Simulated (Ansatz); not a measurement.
**One shape, several levels: GeH2Cl (SMILES [Cl][GeH2])**

Aim: a comparison of 5 runs (U-revPBE/STO-3G, UB3LYP/STO-3G, UBHLYP/STO-3G, UHSE06/STO-3G, UBCCD(T)/STO-3G) of GeH2Cl. 

The calculation is run with Ansatz 0.2.0.

57 further runs of the same task are left out: 6 that didn't finish, 51 set aside as unsound or not needed.

### Step 1. The molecule

GeH2Cl has 4 atoms, charge 0, and is taken as a doublet. SMILES: `[Cl][GeH2]`. The H3–Ge2 distance was set to 3.092 Å, away from the relaxed value. At this shape a bond of the SMILES string is far longer than usual.

Bond lengths: Cl1–Ge2 2.156 Å, Ge2–H4 1.546 Å. Angles: Cl1–Ge2–H4 106.8°.

### Step 2. The energy at U-revPBE/STO-3G (run 1)

The input, job.yaml:

```yaml
crystal:
  periodic: [false, false, false]
  atoms:
    - {symbol: Cl, position_ang: [-1.528900, -0.405497, 2.366094]}
    - {symbol: Ge, position_ang: [0.140700, -1.161797, 1.230994]}
    - {symbol: H, position_ang: [0.072700, 0.259600, -1.514200]}
    - {symbol: H, position_ang: [1.417400, -0.824397, 2.034894]}
basis:
  gaussian:
    orbitals: STO-3G
magnetization:
  spin_polarized: true
  initial_magnetization: 1
hamiltonian:
  xc: {name: revPBE}
accuracy: high
```

Started as:

```sh
$ ansatz run job.yaml --threads 1 --pin off --max-ram 2610MiB --events-out events.jsonl --progress --plain --runs-dir runs
```

The log of the run:

```text
Warning: RAYON_NUM_THREADS=1 ignored (pool sized by the plan → 1); use --threads N
Functional definition: revPBE
  name "revPBE"
  parameter kappa = 1.245
  parameter beta = 0.06672455060314922
  exchange = pbe_x(kappa = kappa, mu = beta*pi^2/3)
  correlation = pbe_c(beta = beta)
419 factors; integrals over basis functions are off by at most 4.9e-9 eV
mean field evaluation 1: about -67996.7087 eV, gradient 2.0e2 eV
mean field evaluation 2: about -68123.2790 eV, gradient 8.3e1 eV
mean field evaluation 4: about -68242.3809 eV, gradient 4.1e1 eV
mean field evaluation 8: about -68266.2953 eV, gradient 2.3e1 eV
mean field evaluation 16: about -68273.5270 eV, gradient 5.3e-4 eV
mean field evaluation 32: about -68230.5861 eV, gradient 4.8e1 eV
mean field evaluation 64: about -68270.8655 eV, gradient 6.5e0 eV
mean field -68273.52704600 eV, -2509.0058414819 hartree, gradient 2.5e-8 eV, S^2 0.881508; 8 other end points of the search recorded, 0 dependent functions left out
reference -68273.52704850 eV, -2509.0058415738 hartree; 26, 25 occupied and 3, 4 virtual orbitals, 419 factors
Total energy: -68273.52704850 eV, -2509.0058415738 hartree
```

Run time: 3.9 s. Hardware: 1 thread of Arm Neoverse V1, shared host; peak memory 0.13 GiB.

### Step 3. The energy at UB3LYP/STO-3G (run 2)

The input, input.yaml:

```yaml
crystal:
  periodic: [false, false, false]
  atoms:
    - {symbol: Cl, position_ang: [-1.528900, -0.405497, 2.366094]}
    - {symbol: Ge, position_ang: [0.140700, -1.161797, 1.230994]}
    - {symbol: H, position_ang: [0.072700, 0.259600, -1.514200]}
    - {symbol: H, position_ang: [1.417400, -0.824397, 2.034894]}
basis:
  gaussian:
    orbitals: STO-3G
magnetization:
  spin_polarized: true
  initial_magnetization: 1
hamiltonian:
  xc: {name: B3LYP}
accuracy: high
```

Started as:

```sh
$ ansatz run input.yaml --threads 1 --pin off --max-ram 2610MiB --events-out events.jsonl --progress --plain --runs-dir runs
```

The log of the run:

```text
Warning: RAYON_NUM_THREADS=1 ignored (pool sized by the plan → 1); use --threads N
Functional definition: B3LYP
  name "B3LYP"
  parameter a0 = 0.2
  parameter ax = 0.72
  parameter ac = 0.81
  exchange = (1 - a0 - ax)*slater_x + ax*b88_x + a0*exact_x
  correlation = (1 - ac)*vwn_rpa_c + ac*lyp_c
419 factors; integrals over basis functions are off by at most 4.9e-9 eV
mean field evaluation 1: about -68164.4202 eV, gradient 9.8e1 eV
mean field evaluation 2: about -68215.8731 eV, gradient 5.7e1 eV
mean field evaluation 4: about -68268.9401 eV, gradient 9.8e0 eV
mean field evaluation 8: about -68280.0446 eV, gradient 2.7e0 eV
mean field evaluation 16: about -68280.4696 eV, gradient 1.6e-2 eV
mean field evaluation 32: about -68280.4696 eV, gradient 1.1e-7 eV
mean field -68280.46963895 eV, -2509.2609770668 hartree, gradient 2.7e-8 eV, S^2 0.799646; 2 other end points of the search recorded, 0 dependent functions left out
reference -68280.46966801 eV, -2509.2609781347 hartree; 26, 25 occupied and 3, 4 virtual orbitals, 419 factors
Total energy: -68280.46966801 eV, -2509.2609781347 hartree
```

It took 3.3 s on 1 thread of Arm Neoverse V1, shared host; peak memory 0.14 GiB.

Run 3 isn't shown in full; the table further down has it.

### Step 4. A single-point energy at UHSE06/STO-3G (run 4)

The input, run.yaml:

```yaml
crystal:
  periodic: [false, false, false]
  atoms:
    - {symbol: Cl, position_ang: [-1.528900, -0.405497, 2.366094]}
    - {symbol: Ge, position_ang: [0.140700, -1.161797, 1.230994]}
    - {symbol: H, position_ang: [0.072700, 0.259600, -1.514200]}
    - {symbol: H, position_ang: [1.417400, -0.824397, 2.034894]}
basis:
  gaussian: {orbitals: STO-3G}
magnetization: {spin_polarized: true, initial_magnetization: 1}
hamiltonian: {xc: hse06}
accuracy: high
```

Started as:

```sh
$ ansatz run run.yaml --threads 1 --pin off --max-ram 2610MiB --events-out events.jsonl --progress --plain --runs-dir runs
```

The log of the run:

```text
Warning: RAYON_NUM_THREADS=1 ignored (pool sized by the plan → 1); use --threads N
Functional definition: HSE06
  name "HSE06"
  parameter a = 0.25
  parameter omega = 0.11/bohr
  exchange = pbe_x - a*pbe_x_sr(omega) + a*exact_x_sr(omega)
  correlation = pbe_c
419 factors; integrals over basis functions are off by at most 4.9e-9 eV
58 factors; integrals over basis functions are off by at most 1.4e-9 eV
mean field evaluation 1: about -68234.4284 eV, gradient 5.7e1 eV
mean field evaluation 2: about -68228.6351 eV, gradient 5.0e1 eV
mean field evaluation 4: about -68270.6646 eV, gradient 4.1e0 eV
mean field evaluation 8: about -68271.1669 eV, gradient 1.3e-1 eV
mean field evaluation 16: about -68271.1684 eV, gradient 1.0e-3 eV
mean field evaluation 32: about -68271.0406 eV, gradient 7.1e-1 eV
mean field -68271.16841907 eV, -2508.9191635408 hartree, gradient 3.9e-8 eV, S^2 0.809731; 2 other end points of the search recorded, 0 dependent functions left out
reference -68271.16842108 eV, -2508.9191636148 hartree; 26, 25 occupied and 3, 4 virtual orbitals, 419 factors
Total energy: -68271.16842108 eV, -2508.9191636148 hartree
```

Run time: 3.9 s. Hardware: 1 thread of Arm Neoverse V1, shared host; peak memory 0.14 GiB.

### Step 5. A single-point energy at UBCCD(T)/STO-3G (run 5)

The input, in.yaml:

```yaml
crystal:
  periodic: [false, false, false]
  atoms:
    - {symbol: Cl, position_ang: [-1.528900, -0.405497, 2.366094]}
    - {symbol: Ge, position_ang: [0.140700, -1.161797, 1.230994]}
    - {symbol: H, position_ang: [0.072700, 0.259600, -1.514200]}
    - {symbol: H, position_ang: [1.417400, -0.824397, 2.034894]}
basis:
  gaussian:
    orbitals: STO-3G
scf:
  omitted_lower_state_checks: [cluster_reference, increment]
correlation:
  method: bccd_t
  frozen_orbitals: {Cl: 5, Ge: 9, H: 0}
accuracy: high
magnetization:
  spin_polarized: true
  initial_magnetization: 1
```

Started as:

```sh
$ ansatz run in.yaml --threads 1 --pin off --max-ram 2610MiB --events-out events.jsonl --progress --plain --runs-dir runs
```

The log of the run:

```text
Warning: RAYON_NUM_THREADS=1 ignored (pool sized by the plan → 1); use --threads N
[... 13 lines left out ...]
14 core orbitals not correlated: weight in the atoms' cores, before any rotation towards them, 1.000 or more for the frozen orbitals, at most 0.000 for the correlated occupied ones
[... 43 lines left out ...]
Total energy: -68230.53766177 eV, -2507.4260107506 hartree
Checks for a lower state left out: cluster_reference, increment
```

Wall time 1.2 s (1 thread of Arm Neoverse V1, shared host).

### Step 6. Overview of the runs

```
run            level  frozen core orbitals   energy (Eh)   ⟨S²⟩  wall time
  1  U-revPBE/STO-3G                     –  -2509.005842  0.882      3.9 s
  2    UB3LYP/STO-3G                     –  -2509.260978  0.800      3.3 s
  3    UBHLYP/STO-3G                     –  -2509.371286  0.809      2.9 s
  4    UHSE06/STO-3G                     –  -2508.919164  0.810      3.9 s
  5  UBCCD(T)/STO-3G                    14  -2507.426011  1.014      1.2 s
```

### Step 7. What came out

```
                                           quantity           value
                                run 5: total energy  -2507.42601 Eh
run 5: correlation energy (14 core orbitals frozen)       -47.7 mEh
                              run 5: (T) correction       -1.28 mEh
           run 5: ⟨S²⟩ of the reference determinant           1.014
```

In words: Totals of different functionals can't be ranked against each other. In runs 1, 2, 3, 4, 5 the basis is minimal, so the values are rough. Spin contamination of the reference: run 5 ⟨S²⟩ = 1.01, run 1 ⟨S²⟩ = 0.88. All runs together took 15 s, the longest 3.9 s.
